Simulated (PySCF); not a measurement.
# C₃H₉FSn: NMR shieldings

Wanted: NMR shieldings for C₃H₉FSn (`[CH3][Sn]([CH3])([CH3])[F]`).

Computed with PySCF 2.14.0 and routines of our own; the level stands in each step. Atoms count from 0.

## 1. The starting structure

14 atoms, charge 0, multiplicity 1; geometry from: GFN2-xTB.

## 2. Geometry optimisation at PBE0-D3(BJ)/def2-SVP

What the job is given:

```
{"job": {"xc": "PBE0", "basis": "def2-SVP", "d3": "d3bj", "grid": 1, "maxiter": 30, "shake": 0.03, "kind": "geom"}, "charge": 0, "multiplicity": 1}
Sn     0.061290    -0.075740     0.271340
F     -0.007380    -0.002730     2.246340
C      2.095650     0.000360    -0.196540
H      2.710640     0.864980     0.313180
H      2.317120     0.054440    -1.270180
H      2.588980    -0.890290     0.203240
C     -1.057330     1.858260    -0.166720
H     -2.030980     1.821440     0.252340
H     -1.172420     2.032420    -1.179300
H     -0.559430     2.688020     0.308340
C     -1.099210    -1.883340    -0.123030
H     -2.060370    -1.800740     0.270440
H     -0.637630    -2.660660     0.309820
H     -1.168370    -2.050230    -1.196040
```

Command:

```sh
$ OMP_NUM_THREADS=1 python heavy_run.py task.json out
```

This one command runs all jobs of the session in turn.

What it wrote:

```text
step   0  E = -433.48030027  max force = 0.066434
step   1  E = -433.50444143  max force = 0.009934
step   2  E = -433.50597303  max force = 0.007490
step   3  E = -433.50652468  max force = 0.003107
step   4  E = -433.50666720  max force = 0.000888
step   5  E = -433.50672837  max force = 0.001130
step   6  E = -433.50676313  max force = 0.000590
step   7  E = -433.50676710  max force = 0.000157
optimisation converged
```

Wall time 31 s (1 thread of AMD EPYC 9R45, shared host); peak memory 0.52 GiB.

Along the way:

```csv
step,energy from step 0 (eV),largest force component (eV/Å)
0,0.0000,3.4162
1,-0.6569,0.5108
2,-0.6986,0.3852
3,-0.7136,0.1598
4,-0.7175,0.0457
5,-0.7191,0.0581
6,-0.7201,0.0303
7,-0.7202,0.0081
```

Distances of close pairs at the start and the end, largest changes first:

```csv
bond,before (Å),after (Å),change (Å)
Sn0–C6,2.277,2.141,-0.136
C10–H12,1.002,1.099,+0.097
C2–H3,1.177,1.099,-0.078
C6–H8,1.034,1.100,+0.066
C10–H11,1.042,1.099,+0.057
Sn0–C2,2.089,2.141,+0.052
Sn0–C10,2.184,2.141,-0.043
C6–H7,1.061,1.099,+0.038
```

The next job starts from the end point, and lists it.

```csv
at the end point,value
"rotational constants (GHz, main isotopes)","2.564, 2.558, 2.366"
dipole moment (D),3.20
```

## 3. NMR shieldings: PBE0/pcSseg-1 Sn:us-x2c-TZVPall-2c, spin–orbit

What the job is given:

```
{"job": {"kind": "hnmr", "xc": "PBE0", "basis": {"default": "pcSseg-1", "Sn": "us-x2c-TZVPall-2c"}, "rel": "so"}, "charge": 0, "multiplicity": 1}
Sn     0.004940    -0.003812     0.382882
F      0.038708    -0.001162     2.340196
C      2.069219    -0.010528    -0.185508
H      2.579741     0.850024     0.268836
H      2.164657     0.054147    -1.279254
H      2.549263    -0.936083     0.161504
C     -1.031159     1.794157    -0.143567
H     -2.054551     1.766543     0.255976
H     -1.077687     1.899020    -1.237514
H     -0.506095     2.663774     0.275733
C     -1.050103    -1.794178    -0.132665
H     -2.075191    -1.748651     0.261005
H     -0.538823    -2.664879     0.300967
H     -1.092360    -1.912182    -1.225361
```

With the program's defaults for keys left out, this is: PBE0/pcSseg-1 Sn:us-x2c-TZVPall-2c GIAO NMR shielding, X2C with spin-orbit coupling, screened-nuclear two-electron part, Gaussian nuclei, gas phase.

What it wrote:

```text
spin-free SCF
coarse grid: 51120 points
cycle   1  E = -6395.5772906979  dE = -2.733e-01  |g| = 7.709e-01  |ddm| = 1.670e+02
cycle   2  E = -6395.4147038896  dE =  1.626e-01  |g| = 1.281e+00  |ddm| = 1.457e+00
cycle   3  E = -6395.6849022919  dE = -2.702e-01  |g| = 1.657e-01  |ddm| = 9.808e-01
cycle   4  E = -6395.6903151894  dE = -5.413e-03  |g| = 5.051e-02  |ddm| = 1.534e-01
cycle   5  E = -6395.6908661117  dE = -5.509e-04  |g| = 1.138e-02  |ddm| = 4.051e-02
cycle   6  E = -6395.6908783619  dE = -1.225e-05  |g| = 1.178e-03  |ddm| = 9.444e-03
cycle   7  E = -6395.6908785542  dE = -1.923e-07  |g| = 2.374e-04  |ddm| = 1.134e-03
final grid: 107624 points
cycle   8  E = -6395.6891594071  dE = -7.455e-07  |g| = 1.158e-03  |ddm| = 9.885e-04
cycle   9  E = -6395.6891594078  dE = -7.212e-10  |g| = 2.471e-04  |ddm| = 5.010e-04
cycle  10  E = -6395.6891594095  dE = -1.630e-09  |g| = 2.512e-04  |ddm| = 4.503e-04
cycle  11  E = -6395.6891594180  dE = -8.560e-09  |g| = 1.910e-05  |ddm| = 2.001e-04
converged SCF energy = -6395.6891594180
two-component SCF
cycle   1  E = -6395.0410964484  dE = -6.395e+03  |FDS-SDF| = 4.462e+01
cycle   2  E = -6396.5161806459  dE = -1.475e+00  |FDS-SDF| = 3.220e-01
cycle   3  E = -6396.5166093847  dE = -4.287e-04  |FDS-SDF| = 8.636e-03
cycle   4  E = -6396.5166144219  dE = -5.037e-06  |FDS-SDF| = 3.981e-03
cycle   5  E = -6396.5166151694  dE = -7.475e-07  |FDS-SDF| = 1.200e-03
cycle   6  E = -6396.5166153342  dE = -1.648e-07  |FDS-SDF| = 4.122e-04
cycle   7  E = -6396.5166153634  dE = -2.916e-08  |FDS-SDF| = 1.642e-04
cycle   8  E = -6396.5166153682  dE = -4.827e-09  |FDS-SDF| = 2.966e-05
converged, E = -6396.5166153682

Field gradients (au) and densities at the nuclei (bohr^-3)
atom        Vxx        Vyy        Vzz        centre      nuclear mean
  0 Sn    -1.7411    -1.7512     3.4923     174464.785     173254.324
  1 F     -0.6813    -0.6832     1.3646        407.138        407.137
  2 C     -0.0005    -0.0195     0.0200        114.447        114.447
  3 H     -0.1462    -0.1544     0.3005          0.372          0.372
  4 H     -0.1464    -0.1540     0.3004          0.374          0.374
  5 H     -0.1463    -0.1544     0.3007          0.373          0.373
  6 C     -0.0000    -0.0194     0.0195        114.447        114.447
  7 H     -0.1462    -0.1543     0.3005          0.373          0.373
  8 H     -0.1463    -0.1539     0.3002          0.374          0.374
  9 H     -0.1461    -0.1543     0.3005          0.372          0.372
 10 C     -0.0005    -0.0196     0.0201        114.447        114.447
 11 H     -0.1462    -0.1542     0.3004          0.373          0.373
 12 H     -0.1462    -0.1544     0.3006          0.372          0.372
 13 H     -0.1464    -0.1540     0.3003          0.374          0.374
without picture change
  0 Sn                           3.8317                    356111.165

Core orbital energies (eV)
atom   shell        mean    spread
  0 Sn 1s       -29053.873   0.000
  0 Sn 2s        -4409.177   0.000
  0 Sn 3s         -860.828   0.000
  0 Sn 4s         -140.305   0.000
  0 Sn 2p1/2     -4115.317   0.000
  0 Sn 2p3/2     -3885.143   0.014
  0 Sn 3p1/2      -741.273   0.000
  0 Sn 3p3/2      -698.788   0.045
  0 Sn 4p1/2      -100.065   0.000
  0 Sn 4p3/2       -92.402   0.078
  0 Sn 3d3/2      -487.979   0.046
  0 Sn 3d5/2      -479.373   0.060
  0 Sn 4d3/2       -29.061   0.112
  0 Sn 4d5/2       -28.006   0.160

Shielding tensors (ppm)
atom      isotropic    diamagn.    paramagn.     s11        s22        s33       span
  0 Sn     3183.71     4742.55    -1558.84    3163.15    3164.18    3223.78      60.62
  1 F       419.06      475.98      -56.91     414.32     420.46     422.41       8.09
  2 C       186.61      253.52      -66.91     170.64     193.14     196.04      25.40
  3 H        30.66       29.80        0.86      24.70      27.93      39.34      14.64
  4 H        31.19       30.72        0.47      25.45      28.05      40.07      14.62
  5 H        30.66       29.87        0.78      24.63      28.02      39.31      14.68
  6 C       186.56      253.51      -66.95     170.73     192.88     196.07      25.34
  7 H        30.66       29.86        0.80      24.66      27.99      39.33      14.67
  8 H        31.19       30.73        0.46      25.46      28.05      40.05      14.59
  9 H        30.65       29.82        0.83      24.68      27.94      39.33      14.65
 10 C       186.52      253.50      -66.98     170.87     192.62     196.08      25.21
 11 H        30.65       29.86        0.80      24.65      28.00      39.31      14.66
 12 H        30.66       29.80        0.86      24.69      27.93      39.36      14.67
 13 H        31.17       30.71        0.46      25.44      28.03      40.03      14.58
```

Run time: 54 s. Hardware: 1 thread of AMD EPYC 9R45, shared host; peak memory 1.4 GiB.

In short:

```csv
quantity,value
energy from spin-orbit coupling,-0.8275 Eh
```

## 4. NMR shieldings: PBE0/pcSseg-1 Sn:us-x2c-TZVPall-2c, spin-free

The job, as its differences from that of step 3:

```diff
@@ -1,2 +1,2 @@
-{"job": {"kind": "hnmr", "xc": "PBE0", "basis": {"default": "pcSseg-1", "Sn": "us-x2c-TZVPall-2c"}, "rel": "so"}, "charge": 0, "multiplicity": 1}
+{"job": {"kind": "hnmr", "xc": "PBE0", "basis": {"default": "pcSseg-1", "Sn": "us-x2c-TZVPall-2c"}, "rel": "sf"}, "charge": 0, "multiplicity": 1}
 Sn     0.004940    -0.003812     0.382882
```

Method: PBE0/pcSseg-1 Sn:us-x2c-TZVPall-2c GIAO NMR shielding, spin-free X2C, Gaussian nuclei, gas phase.

What it wrote:

```text
spin-free SCF
coarse grid: 51120 points
cycle   1  E = -6395.5772906979  dE = -2.733e-01  |g| = 7.709e-01  |ddm| = 1.670e+02
cycle   2  E = -6395.4147038896  dE =  1.626e-01  |g| = 1.281e+00  |ddm| = 1.457e+00
cycle   3  E = -6395.6849022919  dE = -2.702e-01  |g| = 1.657e-01  |ddm| = 9.808e-01
cycle   4  E = -6395.6903151894  dE = -5.413e-03  |g| = 5.051e-02  |ddm| = 1.534e-01
cycle   5  E = -6395.6908661117  dE = -5.509e-04  |g| = 1.138e-02  |ddm| = 4.051e-02
cycle   6  E = -6395.6908783619  dE = -1.225e-05  |g| = 1.178e-03  |ddm| = 9.444e-03
cycle   7  E = -6395.6908785542  dE = -1.923e-07  |g| = 2.374e-04  |ddm| = 1.134e-03
final grid: 107624 points
cycle   8  E = -6395.6891594071  dE = -7.455e-07  |g| = 1.158e-03  |ddm| = 9.885e-04
cycle   9  E = -6395.6891594078  dE = -7.212e-10  |g| = 2.471e-04  |ddm| = 5.010e-04
cycle  10  E = -6395.6891594095  dE = -1.630e-09  |g| = 2.512e-04  |ddm| = 4.503e-04
cycle  11  E = -6395.6891594180  dE = -8.560e-09  |g| = 1.910e-05  |ddm| = 2.001e-04
converged SCF energy = -6395.6891594180
check of the scalar solution
cycle   1  E = -6395.6891594180  dE = -6.396e+03  |FDS-SDF| = 4.054e+00
cycle   2  E = -6395.6900096865  dE = -8.503e-04  |FDS-SDF| = 2.349e-03
cycle   3  E = -6395.6900096873  dE = -7.394e-10  |FDS-SDF| = 8.008e-05
converged, E = -6395.6900096873

Field gradients (au) and densities at the nuclei (bohr^-3)
atom        Vxx        Vyy        Vzz        centre      nuclear mean
  0 Sn    -1.7372    -1.7473     3.4845     174364.277     173153.817
  1 F     -0.6805    -0.6824     1.3628        407.137        407.136
  2 C     -0.0002    -0.0191     0.0193        114.447        114.447
  3 H     -0.1462    -0.1544     0.3005          0.372          0.372
  4 H     -0.1464    -0.1541     0.3004          0.374          0.374
  5 H     -0.1463    -0.1544     0.3007          0.373          0.373
  6 C      0.0003     0.0188    -0.0191        114.447        114.447
  7 H     -0.1462    -0.1543     0.3006          0.373          0.373
  8 H     -0.1463    -0.1539     0.3002          0.374          0.374
  9 H     -0.1461    -0.1544     0.3005          0.372          0.372
 10 C     -0.0002    -0.0192     0.0194        114.447        114.447
 11 H     -0.1462    -0.1542     0.3004          0.373          0.373
 12 H     -0.1462    -0.1544     0.3006          0.372          0.372
 13 H     -0.1463    -0.1540     0.3003          0.374          0.374
without picture change
  0 Sn                           3.8301                    356123.563

Core orbital energies (eV)
atom   shell        mean    spread
  0 Sn 1s       -29055.397   0.000
  0 Sn 2s        -4409.479   0.000
  0 Sn 3s         -860.900   0.000
  0 Sn 4s         -140.321   0.000
  0 Sn 2p        -3959.129   0.020
  0 Sn 3p         -712.475   0.067
  0 Sn 4p          -94.867   0.116
  0 Sn 3d         -482.843   0.066
  0 Sn 4d          -28.433   0.267

Shielding tensors (ppm)
atom      isotropic    diamagn.    paramagn.     s11        s22        s33       span
  0 Sn     2342.94     5139.55    -2796.61    2286.99    2288.00    2453.83     166.84
  1 F       411.50      475.78      -64.28     407.45     412.56     414.50       7.05
  2 C       188.21      253.05      -64.84     177.81     191.03     195.78      17.97
  3 H        30.75       29.79        0.96      25.00      27.90      39.35      14.35
  4 H        31.28       30.71        0.57      25.76      28.04      40.06      14.30
  5 H        30.75       29.86        0.89      24.94      27.98      39.32      14.39
  6 C       188.17      253.05      -64.88     177.93     190.76     195.81      17.88
  7 H        30.75       29.85        0.91      24.96      27.95      39.34      14.38
  8 H        31.28       30.72        0.56      25.77      28.04      40.04      14.27
  9 H        30.75       29.81        0.94      24.98      27.92      39.34      14.36
 10 C       188.13      253.03      -64.91     178.07     190.48     195.83      17.76
 11 H        30.75       29.85        0.90      24.95      27.97      39.32      14.37
 12 H        30.75       29.79        0.96      24.99      27.90      39.36      14.38
 13 H        31.27       30.70        0.56      25.76      28.03      40.02      14.26
```

Run time: 21 s. Hardware: 1 thread of AMD EPYC 9R45, shared host; peak memory 1.2 GiB.

## 5. Shieldings side by side

```csv
run,Sn0,F1,C6,C10,C2,H4,H13,time
"step 3, PBE0/pcSseg-1 Sn:us-x2c-TZVPall-2c, spin–orbit",3183.7,419.1,186.6,186.5,186.6,31.2,31.2,54 s
"step 4, PBE0/pcSseg-1 Sn:us-x2c-TZVPall-2c, spin-free",2342.9,411.5,188.2,188.1,188.2,31.3,31.3,21 s
```

## 6. Outcome

| quantity | value |
| --- | --- |
| rotational constants (main isotopes) | 2.56, 2.56, 2.37 GHz |
| energy from spin-orbit coupling (step 3, PBE0/pcSseg-1 Sn:us-x2c-TZVPall-2c, spin–orbit) | -0.8275 Eh |
| shieldings (step 3, PBE0/pcSseg-1 Sn:us-x2c-TZVPall-2c, spin–orbit) | Sn0 3183.7, F1 419.1, C2 186.6, C6 186.6, C10 186.5 ppm |
| shieldings (step 4, PBE0/pcSseg-1 Sn:us-x2c-TZVPall-2c, spin-free) | Sn0 2342.9, F1 411.5, C2 188.2, C6 188.2, C10 188.1 ppm |

**Reading.** The start was shaken at random, so part of the energy gained undoes that. The optimisation took 7 steps and gained 0.720 eV; among the close pairs (by a distance rule), Sn0–C6 changed most, from 2.277 to 2.141 Å. No frequency check was run at this level, so the end point may be a saddle. A contracted two-component basis is stiff near heavy nuclei, so the absolute shieldings of the heavy atoms from it are rough. In step 3, Sn0 has the widest tensor, 61 ppm. Sn0 moves most between the runs, by 841 ppm; the labels say what changes from run to run.
